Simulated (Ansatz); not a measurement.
Nb2B in Ansatz: the effect of Hubbard term

The system is Nb2B.

```
CELL_PARAMETERS angstrom
4.40760 0.00000 0.00000
-2.20380 3.81710 0.00000
0.00000 0.00000 2.66855
ATOMIC_POSITIONS crystal
Nb 0.33333 0.66667 0.50000
Nb 0.66667 0.33333 0.50000
B 0.00000 0.00000 0.00000
```

The cell was built by a generator and needn't be a form met in nature.

Alike in all runs:

* Program: Ansatz 0.2.0
* Task: density of states
* Functional: r2SCAN
* Potentials or basis: Ansatz PAW
* Cutoff: 500 eV (not typed: the program's choice for these potentials)
* k mesh: 7 × 7 × 10
* Occupations: fermi-dirac, width 0.05 eV
* Spin: no spin polarisation
* Hubbard projectors: ortho-atomic (the default)
* Double counting: fll (the default)

```tsv
Hubbard term	pressure (GPa)
none	-1.2
Nb d U = 2 eV	0.8
Nb d U = 3 eV	?
```

**Question.** What does the run with Hubbard term Nb d U = 3 eV give?

**Answer.** Pressure 2.1 GPa.

Caveats: the PAW data sets come from PBE, with cores solved anew for the run's functional, which leaves a small shift of forces and pressure; U without spin polarisation on a metal has little footing (some runs); the U is typed as a test and isn't derived for this compound (some runs).
